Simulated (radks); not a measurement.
# Ionisation of Ge¹⁷⁺: one atom, several choices of exchange strength α

Aim: the ionisation energy of Ge¹⁷⁺ ([Ne] 3s2 3p3) to Ge¹⁸⁺ ([Ne] 3s2 3p2) for each choice of exchange strength α, and which comes nearest the tabulated value.

The numbers are computed with radks (a radial shooting solver on a logarithmic mesh, Libxc functionals) version 1 (scalar-relativistic Kohn-Sham, spin-polarised, spherical densities, point nucleus; open shells are filled with parallel spins first), except any that are marked as measured or tabulated.

### Step 1. The atom as given

```
element       : germanium (Z = 32)
charge        : +17
electrons     : 15
configuration : [Ne] 3s2 3p3
ion           : Ge¹⁸⁺, [Ne] 3s2 3p2
choices       : α = 0.551; α = 0.565; α = 0.569; α = 0.667; α = 0.7; α = 0.81; α = 0.871
```

The outer shells:

Ge¹⁷⁺
```
[Ne] core
3s [↑↓]
3p [↑ ][↑ ][↑ ]
```

Ge¹⁸⁺
```
[Ne] core
3s [↑↓]
3p [↑ ][↑ ][  ]
```

In the logs a row gives level, spin channel, occupation and eigenvalue; Etot, Ekin, Encl (electron-nucleus), Eh (Hartree) and Exc are energies, all in hartree; err is the last residual, it the number of iterations.

### Step 2. α = 0.551: Ge¹⁷⁺

Input:

```text
Z 32
configuration [Ne] 3s2 3p3
relativity scalar-relativistic
functional xalpha 0.551
spin polarised
nucleus point
c 137.035999084
```

What it wrote:

```text
1s      1   1.0000        -423.72328619
2s      1   1.0000         -72.74174100
2p      1   3.0000         -66.55445564
3s      1   1.0000         -25.07613555
3p      1   3.0000         -23.13495826
1s      2   1.0000        -423.61614317
2s      2   1.0000         -72.63448814
2p      2   3.0000         -66.42714951
3s      2   1.0000         -24.68846090
3p      2   0.0000         -22.74837161
Etot -1930.584223276027
Ekin 1969.4527201195633
Encl -4289.580925427566
Eh 434.8594260844741
Exc -45.31544405249804
err 1.0969790773346687e-09
it 13
```

Highest occupied level: 3p up at -629.53 eV.

From the orbitals of this run (lengths in bohr):

```
  level  occupation  energy (eV)     <r>  outermost maximum (interpolated)  90 % within  nodes
  2s up           1      -1979.4  0.2092                             0.176        0.323      1
2s down           1      -1976.5  0.2090                             0.176        0.322      1
  2p up           3      -1811.0  0.1827                             0.141        0.298      0
2p down           3      -1807.6  0.1826                             0.141        0.297      0
  3s up           1      -682.36  0.5380                             0.501        0.783      2
3s down           1      -671.81  0.5395                             0.501        0.786      2
  3p up           3      -629.53  0.5292                             0.488        0.785      1
3p down           0      -619.01  0.5308                             0.488        0.788      1
```

Radial density 4πr²ρ:

```
r (bohr)  4πr²ρ (e/bohr)
 0.00197           1.139
 0.00275           2.082
 0.00382           3.680
 0.00535           6.415
 0.00748           10.76
  0.0104           16.92
  0.0145           24.98
  0.0203           33.30
  0.0285           38.73
  0.0395           38.31
  0.0553           33.37
  0.0774           31.83
   0.107           38.99
   0.150           44.47
   0.210           32.75
   0.294           15.53
   0.409           12.37
   0.572           10.77
   0.800           3.404
    1.11          0.2880
```

### Step 3. α = 0.551: Ge¹⁸⁺

Input:

```text
Z 32
configuration [Ne] 3s2 3p2
relativity scalar-relativistic
functional xalpha 0.551
spin polarised
nucleus point
c 137.035999084
```

What it wrote:

```text
1s      1   1.0000        -426.04627219
2s      1   1.0000         -74.78441802
2p      1   3.0000         -68.63812734
3s      1   1.0000         -26.61749990
3p      1   2.0000         -24.69159408
1s      2   1.0000        -425.97212707
2s      2   1.0000         -74.70819910
2p      2   3.0000         -68.54868384
3s      2   1.0000         -26.32711328
3p      2   0.0000         -24.40230099
Etot -1906.6761708827503
Ekin 1945.416672865653
Encl -4214.142458326234
Eh 405.8905721279425
Exc -43.84095755011144
err 1.2328130617663532e-09
it 13
```

α = 0.551 gives an ionisation energy of 650.57 eV.

### Step 4. α = 0.565: Ge¹⁷⁺

Input:

```text
Z 32
configuration [Ne] 3s2 3p3
relativity scalar-relativistic
functional xalpha 0.565
spin polarised
nucleus point
c 137.035999084
```

What it wrote:

```text
1s      1   1.0000        -423.95900577
2s      1   1.0000         -72.82557164
2p      1   3.0000         -66.64338763
3s      1   1.0000         -25.11419005
3p      1   3.0000         -23.17309917
1s      2   1.0000        -423.84903306
2s      2   1.0000         -72.71551179
2p      2   3.0000         -66.51275602
3s      2   1.0000         -24.71639833
3p      2   0.0000         -22.77640064
Etot -1931.7373037211696
Ekin 1970.6359117600357
Encl -4290.95247661057
Eh 435.06516634747817
Exc -46.48590521811406
err 1.0885550929053727e-09
it 13
```

The top filled level is 3p up, -630.57 eV.

### Step 5. α = 0.565: Ge¹⁸⁺

Input:

```text
Z 32
configuration [Ne] 3s2 3p2
relativity scalar-relativistic
functional xalpha 0.565
spin polarised
nucleus point
c 137.035999084
```

What it wrote:

```text
1s      1   1.0000        -426.28303183
2s      1   1.0000         -74.86898825
2p      1   3.0000         -68.72771963
3s      1   1.0000         -26.65413527
3p      1   2.0000         -24.72840599
1s      2   1.0000        -426.20693455
2s      2   1.0000         -74.79077798
2p      2   3.0000         -68.63594599
3s      2   1.0000         -26.35617640
3p      2   0.0000         -24.43155380
Etot -1907.7917412329073
Ekin 1946.5620731521105
Encl -4215.455917749451
Eh 406.0747804441032
Exc -44.97267707966967
err 1.2116829242236149e-09
it 13
```

Δ-SCF with α = 0.565: 651.59 eV.

### Step 6. α = 0.569: Ge¹⁷⁺

Input:

```text
Z 32
configuration [Ne] 3s2 3p3
relativity scalar-relativistic
functional xalpha 0.569
spin polarised
nucleus point
c 137.035999084
```

What it wrote:

```text
1s      1   1.0000        -424.02637122
2s      1   1.0000         -72.84953246
2p      1   3.0000         -66.66880844
3s      1   1.0000         -25.12506823
3p      1   3.0000         -23.18400276
1s      2   1.0000        -423.91558904
2s      2   1.0000         -72.73866987
2p      2   3.0000         -66.53722586
3s      2   1.0000         -24.72438350
3p      2   0.0000         -22.78441250
Etot -1932.0668423465222
Ekin 1970.9740576362385
Encl -4291.344352570959
Eh 435.1239489482621
Exc -46.82049636006363
err 1.0859555341811672e-09
it 13
```

The top filled level is 3p up, -630.87 eV.

### Step 7. α = 0.569: Ge¹⁸⁺

Input:

```text
Z 32
configuration [Ne] 3s2 3p2
relativity scalar-relativistic
functional xalpha 0.569
spin polarised
nucleus point
c 137.035999084
```

What it wrote:

```text
1s      1   1.0000        -426.35069411
2s      1   1.0000         -74.89316012
2p      1   3.0000         -68.75332879
3s      1   1.0000         -26.66460731
3p      1   2.0000         -24.73892913
1s      2   1.0000        -426.27403844
2s      2   1.0000         -74.81438039
2p      2   3.0000         -68.66088887
3s      2   1.0000         -26.36448317
3p      2   0.0000         -24.43991530
Etot -1908.110556861829
Ekin 1946.889415583819
Encl -4215.831196155415
Eh 406.1274112647326
Exc -45.29618755496588
err 1.2048464832845672e-09
it 13
```

α = 0.569 gives an ionisation energy of 651.88 eV.

### Step 8. α = 0.667: Ge¹⁷⁺

Input:

```text
Z 32
configuration [Ne] 3s2 3p3
relativity scalar-relativistic
functional xalpha 0.667
spin polarised
nucleus point
c 137.035999084
```

What it wrote:

```text
1s      1   1.0000        -425.67918580
2s      1   1.0000         -73.43785121
2p      1   3.0000         -67.29323775
3s      1   1.0000         -25.39234214
3p      1   3.0000         -23.45200082
1s      2   1.0000        -425.54843493
2s      2   1.0000         -73.30721709
2p      2   3.0000         -67.13824156
3s      2   1.0000         -24.92044307
3p      2   0.0000         -22.98119746
Etot -1940.1526276693385
Ekin 1979.271284144576
Encl -4300.945896726604
Eh 436.56407709224527
Exc -55.04209217955608
err 9.65612053171924e-10
it 13
```

Highest occupied level: 3p up at -638.16 eV.

### Step 9. α = 0.667: Ge¹⁸⁺

Input:

```text
Z 32
configuration [Ne] 3s2 3p2
relativity scalar-relativistic
functional xalpha 0.667
spin polarised
nucleus point
c 137.035999084
```

What it wrote:

```text
1s      1   1.0000        -428.01073434
2s      1   1.0000         -75.48661253
2p      1   3.0000         -69.38233022
3s      1   1.0000         -26.92183554
3p      1   2.0000         -24.99750328
1s      2   1.0000        -427.92031133
2s      2   1.0000         -75.39381123
2p      2   3.0000         -69.27349374
3s      2   1.0000         -26.56841832
3p      2   0.0000         -24.64526550
Etot -1915.932819856569
Ekin 1954.9211364750893
Encl -4225.026112666521
Eh 407.4168490330733
Exc -53.244692698210415
err 1.0345771120290603e-09
it 13
```

Δ-SCF with α = 0.667: 659.05 eV.

### Step 10. α = 0.7: Ge¹⁷⁺

Input:

```text
Z 32
configuration [Ne] 3s2 3p3
relativity scalar-relativistic
functional xalpha 0.7
spin polarised
nucleus point
c 137.035999084
```

What it wrote:

```text
1s      1   1.0000        -426.23676736
2s      1   1.0000         -73.63651133
2p      1   3.0000         -67.50420523
3s      1   1.0000         -25.48267040
3p      1   3.0000         -23.54261697
1s      2   1.0000        -426.09923311
2s      2   1.0000         -73.49917432
2p      2   3.0000         -67.34127517
3s      2   1.0000         -24.98664599
3p      2   0.0000         -23.04767565
Etot -1942.8806207035734
Ekin 1982.070720962615
Encl -4304.179322390839
Eh 437.0489987171319
Exc -57.8210179924815
err 8.562833383362998e-10
it 13
```

Highest occupied level: 3p up at -640.63 eV.

### Step 11. α = 0.7: Ge¹⁸⁺

Input:

```text
Z 32
configuration [Ne] 3s2 3p2
relativity scalar-relativistic
functional xalpha 0.7
spin polarised
nucleus point
c 137.035999084
```

What it wrote:

```text
1s      1   1.0000        -428.57072882
2s      1   1.0000         -75.68698533
2p      1   3.0000         -69.59481893
3s      1   1.0000         -27.00874004
3p      1   2.0000         -25.08490164
1s      2   1.0000        -428.47563227
2s      2   1.0000         -75.58943225
2p      2   3.0000         -69.48042970
3s      2   1.0000         -26.63727169
3p      2   0.0000         -24.71462747
Etot -1918.571725939034
Ekin 1957.630813155022
Encl -4228.122617962985
Eh 407.8510401048083
Exc -55.93096123587985
err 9.81332201694879e-10
it 13
```

α = 0.7 gives an ionisation energy of 661.48 eV.

### Step 12. α = 0.81: Ge¹⁷⁺

Input:

```text
Z 32
configuration [Ne] 3s2 3p3
relativity scalar-relativistic
functional xalpha 0.81
spin polarised
nucleus point
c 137.035999084
```

What it wrote:

```text
1s      1   1.0000        -428.09909259
2s      1   1.0000         -74.30072214
2p      1   3.0000         -68.20997936
3s      1   1.0000         -25.78495654
3p      1   3.0000         -23.84602404
1s      2   1.0000        -427.93873096
2s      2   1.0000         -74.14087751
2p      2   3.0000         -68.02042213
3s      2   1.0000         -25.20798763
3p      2   0.0000         -23.27004783
Etot -1951.9929587030167
Ekin 1991.42209663008
Encl -4314.958330076823
Eh 438.6653346882567
Exc -67.12205994453076
err 8.049270744252695e-10
it 13
```

3p up is the highest filled level (-648.88 eV).

### Step 13. α = 0.81: Ge¹⁸⁺

Input:

```text
Z 32
configuration [Ne] 3s2 3p2
relativity scalar-relativistic
functional xalpha 0.81
spin polarised
nucleus point
c 137.035999084
```

What it wrote:

```text
1s      1   1.0000        -430.44102333
2s      1   1.0000         -76.35684685
2p      1   3.0000         -70.30559695
3s      1   1.0000         -27.29946468
3p      1   2.0000         -25.37742124
1s      2   1.0000        -430.33021114
2s      2   1.0000         -76.24334413
2p      2   3.0000         -70.17258408
3s      2   1.0000         -26.86744262
3p      2   0.0000         -24.94661080
Etot -1927.385834427666
Ekin 1966.6816957849053
Encl -4238.445242875558
Eh 409.2983177842217
Exc -64.9206051212349
err 8.296354547602616e-10
it 13
```

α = 0.81 gives an ionisation energy of 669.59 eV.

### Step 14. α = 0.871: Ge¹⁷⁺

Input:

```text
Z 32
configuration [Ne] 3s2 3p3
relativity scalar-relativistic
functional xalpha 0.871
spin polarised
nucleus point
c 137.035999084
```

What it wrote:

```text
1s      1   1.0000        -429.13430507
2s      1   1.0000         -74.67038982
2p      1   3.0000         -68.60305385
3s      1   1.0000         -25.95337774
3p      1   3.0000         -24.01517441
1s      2   1.0000        -428.96114099
2s      2   1.0000         -74.49795426
2p      2   3.0000         -68.39861064
3s      2   1.0000         -25.33117267
3p      2   0.0000         -23.39387942
Etot -1957.058783778312
Ekin 1996.621072061687
Encl -4320.936392919207
Eh 439.561621215011
Exc -72.3050841358035
err 7.55089663230742e-10
it 13
```

The top filled level is 3p up, -653.49 eV.

### Step 15. α = 0.871: Ge¹⁸⁺

Input:

```text
Z 32
configuration [Ne] 3s2 3p2
relativity scalar-relativistic
functional xalpha 0.871
spin polarised
nucleus point
c 137.035999084
```

What it wrote:

```text
1s      1   1.0000        -431.48060607
2s      1   1.0000         -76.72960945
2p      1   3.0000         -70.70140199
3s      1   1.0000         -27.46137596
3p      1   2.0000         -25.54042696
1s      2   1.0000        -431.36098772
2s      2   1.0000         -76.60718857
2p      2   3.0000         -70.55798554
3s      2   1.0000         -26.99552026
3p      2   0.0000         -25.07577123
Etot -1932.2854334918754
Ekin 1971.7131769239354
Encl -4244.170232559178
Eh 410.10088236959575
Exc -69.92926022622873
err 7.423350241202271e-10
it 13
```

Δ-SCF with α = 0.871: 674.12 eV.

### Step 16. Summary of results

```
exchange strength α  E(Ge¹⁷⁺) (hartree)  Δ-SCF (eV)  −ε(HOMO) (eV)  <r> HOMO (bohr)  error (eV)
          α = 0.551         -1930.58422      650.57         629.53           0.5292      -12.23
          α = 0.565         -1931.73730      651.59         630.57           0.5288      -11.21
          α = 0.569         -1932.06684      651.88         630.87           0.5287      -10.92
          α = 0.667         -1940.15263      659.05         638.16           0.5260       -3.75
            α = 0.7         -1942.88062      661.48         640.63           0.5251       -1.32
           α = 0.81         -1951.99296      669.59         648.88           0.5221       +6.79
          α = 0.871         -1957.05878      674.12         653.49           0.5205      +11.32
```

**Reading.** The NIST Atomic Spectra Database lists 663 +/- 1.9 eV (semi-empirical). Nearest is α = 0.7 (-1.32 eV off), farthest α = 0.551 (-12.23 eV). The ionisation energies span 23.55 eV, the total energies of Ge¹⁷⁺ 720 eV: most of the change in the total cancels in the difference. α = 2/3 is LDA exchange; there is no correlation term. The tabulated value is met near α = 0.72. Open shells are spherical and high-spin; term and fine-structure splittings are not resolved.
